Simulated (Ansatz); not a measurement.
# C₂H₈OSi₂: basis-set convergence

One table from this session's results is given with a row withheld; the runs are named, their logs left out.

Method: one geometry, several basis sets; program: Ansatz 0.2.0, Gaussian basis.

The runs, in order: PBE0-D4/def2-SVP; ωB97M-V/def2-SVP; PBE0-D4/def2-QZVPP; ωB97M-V/def2-QZVPP; the functionals' def2-TZVPP values are taken from earlier runs.

### The relaxed structure

All runs share one geometry, relaxed beforehand with PBE0-D4 in a triple-zeta def2 set.

SMILES `C1C[SiH2][SiH2]O1`, 13 atoms, charge 0, spin multiplicity 1.

Atoms are counted from 1 here; the program's logs count them from 0.

Bond lengths: C1–C2 1.531 Å, C1–O5 1.420 Å, C1–H6 1.098 Å, C1–H7 1.093 Å, C2–Si3 1.899 Å, C2–H8 1.093 Å, C2–H9 1.095 Å, Si3–Si4 2.337 Å, Si3–H10 1.489 Å, Si3–H11 1.486 Å, Si4–O5 1.663 Å, Si4–H12 1.485 Å, Si4–H13 1.490 Å. Angles: C2–C1–O5 112.1°, C2–C1–H6 109.9°, C2–C1–H7 111.0°, O5–C1–H6 109.7°, O5–C1–H7 106.7°, H6–C1–H7 107.3°, C1–C2–Si3 108.5°, C1–C2–H8 110.5°, C1–C2–H9 109.5°, Si3–C2–H8 112.8°, Si3–C2–H9 108.0°, H8–C2–H9 107.5°, C2–Si3–Si4 89.5°, C2–Si3–H10 112.1°, C2–Si3–H11 112.6°, Si4–Si3–H10 114.6°, Si4–Si3–H11 118.0°, H10–Si3–H11 108.9° and more.

The first run:

The input, in.yaml:

```yaml
crystal:
  periodic: [false, false, false]
  atoms:
    - {symbol: C, position_ang: [-1.004967, 0.956102, 0.265487]}
    - {symbol: C, position_ang: [-0.570015, -0.233150, 1.125661]}
    - {symbol: Si, position_ang: [1.077157, -0.893952, 0.449201]}
    - {symbol: Si, position_ang: [0.539792, -0.022531, -1.651249]}
    - {symbol: O, position_ang: [-0.866742, 0.690767, -1.122678]}
    - {symbol: H, position_ang: [-0.418821, 1.845749, 0.532699]}
    - {symbol: H, position_ang: [-2.057354, 1.197562, 0.435715]}
    - {symbol: H, position_ang: [-0.510498, 0.057587, 2.177511]}
    - {symbol: H, position_ang: [-1.313555, -1.032517, 1.046040]}
    - {symbol: H, position_ang: [2.249077, -0.251273, 1.105255]}
    - {symbol: H, position_ang: [1.199310, -2.369065, 0.582713]}
    - {symbol: H, position_ang: [0.203532, -0.969754, -2.744386]}
    - {symbol: H, position_ang: [1.493385, 0.989676, -2.187368]}
basis:
  gaussian: {orbitals: def2-SVP}
hamiltonian: {xc: pbe0, dispersion: d4}
output: {orbitals: {seedname: orbitals}}
```

Steps of the session up to this table: PBE0-D4 in def2-SVP; ωB97M-V in def2-SVP; PBE0-D4 in def2-QZVPP; ωB97M-V in def2-QZVPP.

One table of the session follows, with a row left open; its other results are not shown here.

It belongs to the step «Functionals by basis». 

```
functional       basis  HOMO (eV)  LUMO (eV)
   PBE0-D4    def2-SVP          ?          ?
   PBE0-D4  def2-TZVPP      -7.57      -0.16
   PBE0-D4  def2-QZVPP      -7.58      -0.29
   ωB97M-V    def2-SVP      -9.63       2.06
   ωB97M-V  def2-TZVPP      -9.64       1.45
   ωB97M-V  def2-QZVPP      -9.65       1.14
```

Q: Estimate the row for PBE0-D4, def2-SVP from the others.

**Answer.** HOMO (eV): -7.58; LUMO (eV): 0.21.
